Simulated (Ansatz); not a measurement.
# WC+ (octet): from Hartree-Fock to the top rungs, def2-QZVPP

The task here is to estimate one member of a computed series from the others.

Method: def2-QZVPP, core rule «outside noble gas», up to 5 orbitals frozen; program: Ansatz 0.2.0, Gaussian basis.

To be run: UHF; ROHF; CCSD(T) on UHF.

## The system

The geometry is a PBE0/def2-TZVP stationary point (not a proven minimum) of the parent state, kept for this charge and spin. No spin-orbit coupling is included. Elements past krypton take def2 core potentials.

2 atoms, charge 1, spin multiplicity 8.

Atoms are counted from 1 here; the program's logs count them from 0.

Bond lengths: W1–C2 1.838 Å.

The first run:

Input file in.yaml:

```yaml
crystal:
  periodic: [false, false, false]
  atoms:
    - {symbol: W, position_ang: [0.000000, 0.000000, 0.000000]}
    - {symbol: C, position_ang: [0.000000, 0.000000, 1.837600]}
basis:
  gaussian: {orbitals: "def2-QZVPP.json"}
total_charge: 1
magnetization: {spin_polarized: true, initial_magnetization: 7}
hamiltonian: {xc: hf}
output: {orbitals: {seedname: orbitals}}
```

Launch:

```console
ansatz run in.yaml --threads 1 --pin off --events-out ev --progress --plain --max-ram 2816MiB --backend cpu
```

Steps of the session up to this table: UHF; ROHF; CCSD(T) on UHF.

One of the session's tables, all rows but one given; the rest of the session is left out.

It belongs to the step «Misses and costs». 

```
  method  from UCCSD(T) (meV)
    ROHF                    ?
     UHF              +5137.5
    UMP2               +708.8
   UCCSD               +215.5
UCCSD(T)                    0
```

Q: Estimate the row for ROHF from the others.

As computed: from UCCSD(T) (meV): +5291.8. In the column «from UCCSD(T) (meV)» it is the highest.
